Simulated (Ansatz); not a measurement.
**CH₆AsGaO₂: how energies converge with the basis set**

An exercise on one series of results from a longer session: the logs are not shown, and one member is left open.

Program: Ansatz 0.2.0, Gaussian basis. Level of theory: one geometry, several basis sets. These are calculated values, not measurements.

The runs, in order: PBE0-D4/def2-SVP; ωB97M-V/def2-SVP; PBE0-D4/def2-QZVPP; ωB97M-V/def2-QZVPP; the functionals' def2-TZVPP values are taken from earlier runs.

### The relaxed structure

The geometry comes from an earlier relaxation with PBE0-D4 in a triple-zeta def2 set; it is a stationary point, not always the lowest conformer.

SMILES `O[C](O)([GaH2])[AsH2]`, 11 atoms, charge 0, spin multiplicity 1.

Atoms are counted from 1 here; the program's logs count them from 0.

Bond lengths: O1–C2 1.406 Å, O1–H6 0.967 Å, C2–O3 1.411 Å, C2–Ga4 2.015 Å, C2–As5 1.996 Å, O3–H7 0.964 Å, Ga4–H8 1.566 Å, Ga4–H9 1.574 Å, As5–H10 1.530 Å, As5–H11 1.522 Å. Angles: C2–O1–H6 109.0°, O1–C2–O3 111.2°, O1–C2–Ga4 102.4°, O1–C2–As5 114.7°, O3–C2–Ga4 113.6°, O3–C2–As5 103.2°, Ga4–C2–As5 112.1°, C2–O3–H7 108.1°, C2–Ga4–H8 122.3°, C2–Ga4–H9 115.1°, H8–Ga4–H9 122.6°, C2–As5–H10 93.8°, C2–As5–H11 93.6°, H10–As5–H11 92.7°.

The first run:

The input, in.yaml:

```yaml
crystal:
  periodic: [false, false, false]
  atoms:
    - {symbol: O, position_ang: [-0.635999, 1.275190, 0.068463]}
    - {symbol: C, position_ang: [0.217404, 0.158977, 0.105081]}
    - {symbol: O, position_ang: [1.426813, 0.462250, 0.765728]}
    - {symbol: Ga, position_ang: [-0.902826, -1.212771, 1.065797]}
    - {symbol: As, position_ang: [0.825764, -0.485294, -1.683152]}
    - {symbol: H, position_ang: [-0.230227, 1.963145, -0.476914]}
    - {symbol: H, position_ang: [1.219590, 0.699419, 1.677115]}
    - {symbol: H, position_ang: [-1.752837, -2.283674, 0.301562]}
    - {symbol: H, position_ang: [-0.857776, -1.128496, 2.636710]}
    - {symbol: H, position_ang: [1.247468, 0.907441, -2.154494]}
    - {symbol: H, position_ang: [-0.557373, -0.356187, -2.305908]}
basis:
  gaussian: {orbitals: def2-SVP}
hamiltonian: {xc: pbe0, dispersion: d4}
output: {orbitals: {seedname: orbitals}}
```

On the command line:

```sh
ansatz run in.yaml --threads 4 --pin off --events-out ev --progress --plain --max-ram 10444MiB
```

Among the steps run: PBE0-D4 in def2-SVP; ωB97M-V in def2-SVP; PBE0-D4 in def2-QZVPP; ωB97M-V in def2-QZVPP.

One table of the session follows, with a row left open; its other results are not shown here.

It belongs to the step «Density functionals: the series». 

| functional | basis | HOMO (eV) | LUMO (eV) |
| --- | --- | --- | --- |
| PBE0-D4 | def2-SVP | -6.75 | -1.61 |
| PBE0-D4 | def2-TZVPP | ? | ? |
| PBE0-D4 | def2-QZVPP | -6.88 | -1.74 |
| ωB97M-V | def2-SVP | -8.86 | 0.13 |
| ωB97M-V | def2-TZVPP | -8.98 | 0.00 |
| ωB97M-V | def2-QZVPP | -9.03 | -0.15 |

Estimate the missing values for PBE0-D4, def2-TZVPP.

As computed: HOMO (eV): -6.84; LUMO (eV): -1.69. In the column «HOMO (eV)» it lies between PBE0-D4, def2-QZVPP (-6.88) and PBE0-D4, def2-SVP (-6.75).
